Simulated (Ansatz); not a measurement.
# ZrTi3C4: from a guess to a relaxed structure

Where does this trial cell of ZrTi3C4 go when cell and atoms are let free?

Program: Ansatz 0.2.0. Level of theory: DFT PBE, scalar-relativistic, plane waves, PAW. These are calculated values, not measurements.

2 further runs of the same task are left out: 1 that didn't finish, 1 set aside as unsound or not needed.

**1. The structure to begin with**

Symmetry: Pm-3m, No. 221, cubic system. Conventional cell: a = 4.805 Å, b = 4.805 Å, c = 4.805 Å, α = 90.00°, β = 90.00°, γ = 90.00°. Zr (site symmetry m-3m) is surrounded by 6 C at 2.40 Å. Ti (site symmetry 4/mmm) is surrounded by 6 C at 2.40 Å. Around C (site symmetry 4/mmm) lie 2 Zr at 2.40 Å and 4 Ti at 2.40 Å. Around C (site symmetry m-3m) lie 6 Ti at 2.40 Å.

As a file:

```
Zr Ti C
1.0
     4.80541    0.00000    0.00000
     0.00000    4.80541    0.00000
     0.00000    0.00000    4.80541
Zr Ti C
1 3 4
Direct
  0.50000 0.50000 0.50000
  0.00000 0.00000 0.50000
  0.50000 0.00000 0.00000
  0.00000 0.50000 0.00000
  0.50000 0.50000 0.00000
  0.00000 0.50000 0.50000
  0.50000 0.00000 0.50000
  0.00000 0.00000 0.00000
```

The start is an ordering of an alloy on its end members' structure types: elements ordered on the sites of the TiC type, Ti/Zr on Ti (Pm-3m, No. 221).

**2. Probe: one point on a coarse mesh**

input.yaml reads:

```yaml
crystal:
  lattice:
    - [4.80541454, 0.0, 0.0]
    - [0.0, 4.80541454, 0.0]
    - [0.0, 0.0, 4.80541454]
  atoms:
    - { symbol: Zr, position: [0.5, 0.5, 0.5] }
    - { symbol: Ti, position: [0.0, 0.0, 0.5] }
    - { symbol: Ti, position: [0.5, 0.0, 0.0] }
    - { symbol: Ti, position: [0.0, 0.5, 0.0] }
    - { symbol: C, position: [0.5, 0.5, 0.0] }
    - { symbol: C, position: [0.0, 0.5, 0.5] }
    - { symbol: C, position: [0.5, 0.0, 0.5] }
    - { symbol: C, position: [0.0, 0.0, 0.0] }
basis:
  ecutwfc: 420
kpoints:
  mp_grid: { grid: [4, 4, 4] }
hamiltonian:
  xc: pbe
scf:
  occupations: { method: gaussian, width: 0.1 }
  lower_state_search: "off"
output:
  forces: true
  stress: true
  eigenvalues: true
```

The run is started by

```sh
ansatz run input.yaml --threads 1 --pin off --max-ram 2560MiB --backend cpu --events-out ev --progress --plain --runs-dir out
```

The session goes on with these runs: coarse relaxation; spin check on a coarse mesh; final relaxation.

What does the calculation give? Wanted: conventional cell; volume; energy over the elements; gap on the mesh.

**Answer**, as computed:

```
                              quantity                                                                      value
symmetry at the end (tolerance 0.05 Å)                                                space group Pm-3m (No. 221)
                     conventional cell  a = 4.444 Å, b = 4.444 Å, c = 4.444 Å, α = 90.00°, β = 90.00°, γ = 90.00°
                                volume                                                              10.97 Å³/atom
              energy over the elements                                                              -0.76 eV/atom
                       gap on the mesh                                                               none (metal)
```

The space group Pm-3m (No. 221) is kept, and the volume per atom shrinks by 20.9 % from the first guess. It lies below the elements, which doesn't yet make it stable: competing phases were not computed in this session. No finished test with a distortion of lower symmetry is shown, so the end may be a saddle point. Other magnetic orders were not searched.
